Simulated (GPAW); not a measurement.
Runs of GPAW 26.7.0 on GaB. Symmetry: P4/mmm, No. 123, tetragonal system. Conventional cell: a = 2.718 Å, b = 2.718 Å, c = 3.236 Å, α = 90.00°, β = 90.00°, γ = 90.00°. Ga (site symmetry 4/mmm) is surrounded by 8 B at 2.51 Å and 4 Ga at 2.72 Å. B (site symmetry 4/mmm) has 8 Ga at 2.51 Å and 4 B at 2.72 Å as nearest neighbours. The cell was built by a generator and needn't be a form met in nature.

| level | potentials or basis | eigensolver | gap on the mesh (eV) | pressure (GPa) |
| --- | --- | --- | --- | --- |
| PBE | GPAW PAW data sets (gpaw-data 1.2.1), pw | - | none | 1.0 |
| vdW-DF-cx | GPAW PAW data sets (gpaw-data 1.2.1), pw | - | none | - |
| vdW-DF2 | GPAW PAW data sets (gpaw-data 1.2.1), pw | - | none | - |
| LDA | the program's PAW data sets (release 1.2.1) made for this functional, pw | - | none | (a) |
| BLYP | PAW data sets generated in the run's folder for this functional, pw | davidson | none | 8.9 |

Alike in all rows: task single point; no spin polarisation; cell as given; k mesh 10 × 10 × 8; cutoff (eV) 800; smearing fermi-dirac 0.05 eV.

Estimate the missing entries.

(a) -5.9.

Caveats: the PAW data sets were made with another functional, which shifts forces and pressure a little (some runs).

A k mesh can miss the band edges, and the runs leave out spin-orbit coupling on Ga.

A gap of «none» marks a metal or a gap under the smearing width.
